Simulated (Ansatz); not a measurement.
# CH7FSiSn: one species, many methods

An exercise on one series of results from a longer session: the logs are not shown, and one member is left open.

Method: functionals in def2-TZVPP, the program's frozen cores in correlated methods; program: Ansatz 0.2.0, Gaussian basis.

The runs, in order: PBE-D4, r2SCAN-D4, PBE0-D4, B3LYP-D4, ωB97X-V, ωB97M-V, B2PLYP; CCSD(T)/def2-TZVPP; MP2/def2-QZVPP; extrapolation to the limit.

### The relaxed structure

All runs share one geometry, relaxed beforehand with PBE0-D4 in a triple-zeta def2 set. Sn takes the def2 core potential; no spin-orbit term is included.

11 atoms, charge 0, spin multiplicity 1.

Atoms are counted from 1 here; the program's logs count them from 0.

Bond lengths: F1–C2 1.403 Å, C2–Si3 1.885 Å, C2–Sn4 2.179 Å, C2–H5 1.096 Å, Si3–H6 1.486 Å, Si3–H7 1.489 Å, Si3–H8 1.485 Å, Sn4–H9 1.705 Å, Sn4–H10 1.708 Å, Sn4–H11 1.704 Å. Angles: F1–C2–Si3 110.1°, F1–C2–Sn4 108.1°, F1–C2–H5 107.5°, Si3–C2–Sn4 114.0°, Si3–C2–H5 110.1°, Sn4–C2–H5 106.9°, C2–Si3–H6 111.5°, C2–Si3–H7 106.9°, C2–Si3–H8 109.9°, H6–Si3–H7 109.7°, H6–Si3–H8 109.4°, H7–Si3–H8 109.4°, C2–Sn4–H9 109.2°, C2–Sn4–H10 108.9°, C2–Sn4–H11 108.1°, H9–Sn4–H10 109.9°, H9–Sn4–H11 110.4°, H10–Sn4–H11 110.2°.

Geometry (Å):

```xyz
11
charge 0, multiplicity 1
F    -1.7252    0.9941   -0.1530
C    -0.3605    0.6944   -0.2747
Si    0.4858    0.8341    1.4044
Sn   -0.1801   -1.2721   -1.1958
H     0.0737    1.4158   -0.9768
H     0.3330    2.1965    1.9786
H     1.9286    0.5388    1.1881
H    -0.0859   -0.1645    2.3434
H    -0.6635   -2.4623   -0.0746
H     1.4470   -1.5252   -1.6489
H    -1.1874   -1.3068   -2.5703
```

Set-up of the first run:

Input file in.yaml:

```yaml
crystal:
  periodic: [false, false, false]
  atoms:
    - {symbol: F, position_ang: [-1.725223, 0.994081, -0.152959]}
    - {symbol: C, position_ang: [-0.360487, 0.694371, -0.274725]}
    - {symbol: Si, position_ang: [0.485807, 0.834111, 1.404351]}
    - {symbol: Sn, position_ang: [-0.180148, -1.272135, -1.195767]}
    - {symbol: H, position_ang: [0.073733, 1.415825, -0.976772]}
    - {symbol: H, position_ang: [0.332971, 2.196531, 1.978639]}
    - {symbol: H, position_ang: [1.928623, 0.538810, 1.188122]}
    - {symbol: H, position_ang: [-0.085922, -0.164511, 2.343427]}
    - {symbol: H, position_ang: [-0.663460, -2.462277, -0.074557]}
    - {symbol: H, position_ang: [1.446975, -1.525169, -1.648904]}
    - {symbol: H, position_ang: [-1.187369, -1.306836, -2.570254]}
basis:
  gaussian: {orbitals: def2-TZVPP}
hamiltonian: {xc: pbe, dispersion: d4}
output: {forces: true, orbitals: {seedname: orbitals}}
```

Command:

```
ansatz run in.yaml --threads 4 --pin off --events-out ev --progress --plain --max-ram 10444MiB
```

Among the steps run: PBE-D4 (GGA); r2SCAN-D4 (meta-GGA); PBE0-D4 (hybrid); B3LYP-D4 (hybrid); ωB97X-V (range-separated); ωB97M-V (range-separated); B2PLYP (double hybrid); CCSD(T) in def2-TZVPP; MP2 in def2-QZVPP.

One of the session's tables, all rows but one given; the rest of the session is left out.

| method | atomisation energy (kJ/mol) |
| --- | --- |
| PBE-D4 | ? |
| r2SCAN-D4 | 3209.5 |
| PBE0-D4 | 3179.4 |
| B3LYP-D4 | 3206.2 |
| ωB97X-V | 3245.4 |
| ωB97M-V | 3218.1 |
| B2PLYP | 3160.9 |
| HF/def2-TZVPP | 2331.6 |
| MP2/def2-TZVPP | 3129.1 |
| CCSD/def2-TZVPP | 3110.0 |
| CCSD(T)/def2-TZVPP | 3150.6 |
| MP2/CBS | 3210.5 |
| CCSD(T)/CBS | 3232.0 |

**Question.** Estimate the row for PBE-D4.

As computed: atomisation energy (kJ/mol): 3216.3. In the column «atomisation energy (kJ/mol)» it lies between MP2/CBS (3210.5) and ωB97M-V (3218.1).

To keep in mind: Free atoms (1 F, 1 C, 1 Si, 1 Sn, 7 H) were run apart at each level; the atomisation energy is their sum less the molecule, without zero-point or spin-orbit terms.
